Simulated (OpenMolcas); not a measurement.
**Pt³⁺ among point charges: CASSCF and CASPT2 levels and susceptibility**

How does a field of 6 point charges split the states of Pt³⁺, and what χT follows?

Method: state-averaged CASSCF and CASPT2, spin-orbit coupling by RASSI with atomic mean-field integrals. Code: OpenMolcas 26.06.

**1. The atom as given**

* Species: Pt³⁺ (platinum, Z = 78, 75 electrons)
* Basis: ANO-RCC-VDZP [7s6p4d2f], 59 functions
* Scalar Hamiltonian: DKH2, point nucleus
* Inactive shells: 1s 2s 2p 3s 3p 3d 4s 4p 4d 4f 5s 5p
* Active space: 7 electrons in 5 orbitals (5d)
* Some configurations of this space: 5d⁷
* Orbitals: optimised for each spin and parity, averaged over all roots

Outer shells as boxes (Hund's rule):

5d7
```
5d [↑↓][↑↓][↑ ][↑ ][↑ ]
```

The ion sits among 6 point charges of -1.7 e arranged as a tetragonal octahedron (D4h), 1.99 Å from the ion, with the axial distance 2.487 Å.

Each step is its own input file, run in one work folder so that later steps find the files of earlier ones. Only the result sections of each output are shown. Labels, J, g values, rates, χT and fits are worked out afterwards by a script from the matrices that RASSI stores. The input lists half of the charges; inversion (Group=XYZ) makes the rest.

**2. GATEWAY and SEWARD: basis and integrals**

The input, a.inp:

```
&GATEWAY
Coord
1

Pt 0.0 0.0 0.0
Basis=ANO-RCC-VDZP
Group=XYZ
NoMove
AngMom=0.0 0.0 0.0
AMFI
XField
3 Angstrom 0
1.990000 0.000000 0.000000 -1.700000
0.000000 1.990000 0.000000 -1.700000
0.000000 0.000000 2.487500 -1.700000
&SEWARD
```

The run is started by

```console
$ OMP_NUM_THREADS=1 MOLCAS_MEM=1689 MOLCAS_PROJECT=a pymolcas a.inp > a.log
```

**3. CASSCF: quartets of even parity, 10 roots**

The input, a.inp:

```
&RASSCF
FileOrb=start.orb
Symmetry=1
Spin=4
nActEl=7 0 0
Inactive=15 19
Ras2=5 0
CIRoot=10 10 1
SDav=10
CIMx=300
Iter=120 100
PrWF=0.3
OrbListing=Nothing
MaxOrb=0
>>> COPY $Project.JobIph JOB001
```

start.orb holds the contracted functions of the basis, ordered by shell, or the orbitals of the step before.

**4. CASSCF: doublets of even parity, 40 roots**

The input, a.inp:

```
&RASSCF
FileOrb=start.orb
Symmetry=1
Spin=2
nActEl=7 0 0
Inactive=15 19
Ras2=5 0
CIRoot=40 40 1
SDav=40
CIMx=300
Iter=120 100
PrWF=0.3
OrbListing=Nothing
MaxOrb=0
>>> COPY $Project.JobIph JOB002
```

**5. State interaction with spin-orbit coupling**

The input, a.inp:

```
&RASSI
NrOfJobIphs=2 10 40
1 2 3 4 5 6 7 8 9 10
1 2 3 4 5 6 7 8 9 10 11 12 13 14 15 16 17 18 19 20 21 22 23 24 25 26 27
28 29 30 31 32 33 34 35 36 37 38 39 40
IphNames
JOB001
JOB002
EJob
SpinOrbit
DIPRint=1.0
SOCoupling=1000.0
Subsets=2
Property=9
'ANGMOM' 1 'ANGMOM' 2 'ANGMOM' 3 'MLTPL  1' 1 'MLTPL  1' 2 'MLTPL  1' 3
'AMFI' 1 'AMFI' 2 'AMFI' 3
SOProperty=3
'ANGMOM' 1 'ANGMOM' 2 'ANGMOM' 3
```

**6. CASPT2: IPEA 0.25, imaginary shift 0.1 (closed shells correlated: 5s 5p)**

The input, a.inp:

```
>>> COPY JOB001 $Project.JobIph
&CASPT2
Multistate=10 1 2 3 4 5 6 7 8 9 10
NoMult
Frozen=14 16
IPEA=0.25
Imaginary=0.1
MaxIter=60
WThr=0.0 0.3 0.05
PrWF=0.5
NoMix
>>> COPY JOB002 $Project.JobIph
&CASPT2
Multistate=40 1 2 3 4 5 6 7 8 9 10 11 12 13 14 15 16 17 18 19 20 21 22
23 24 25 26 27 28 29 30 31 32 33 34 35 36 37 38 39 40
NoMult
Frozen=14 16
IPEA=0.25
Imaginary=0.1
MaxIter=60
WThr=0.0 0.3 0.05
PrWF=0.5
NoMix
```

(Steps that only read results are left out.)

What does the calculation give? Wanted: spin-free ground state; first state of the same spin within the active space; lowest level; next level.

**Answer**, as computed:

| quantity | value |
| --- | --- |
| method | SS-CASPT2, IPEA 0.25, imaginary shift 0.1 (closed shells correlated: 5s 5p) |
| spin-free ground state | 4A2, 1-fold in its orbital part |
| first state of the same spin within the active space | 4E at 2790 cm⁻¹ |
| lowest level | 2-fold E1/2, g = 1.54, 6.11, 6.11 |
| next level | 1621.2 cm⁻¹ |
| χT at 300 K | 2.98 cm³ K/mol |
| effective moment at 300 K | 4.88 μB |

Cost by method:

| method | time of its own steps | time with the reference |
| --- | --- | --- |
| A. CASSCF | 14 s | 14 s |
| B. SS-CASPT2, IPEA 0.25, imaginary shift 0.1, +5s 5p | 4.4 s | 18 s |

Times are of one thread on a shared host.

In words: The spin-free ground state (4A2) comes to 92 % from free-ion F terms and keeps the highest spin of the shell. χT at 300 K is 2.98, against 1.88 cm³ K/mol for the spin alone, so orbital moment adds to it. An active space of the d shell alone favours high spin; real ions in strong fields can be low spin. Point charges leave out covalency, so the field and the spin state can differ from those of real complexes. With metal d orbitals alone active, the gaps between spin states are rough; where two lie within a few thousand cm-1, their order is open. This is an electrostatic model: the charges have no orbitals.
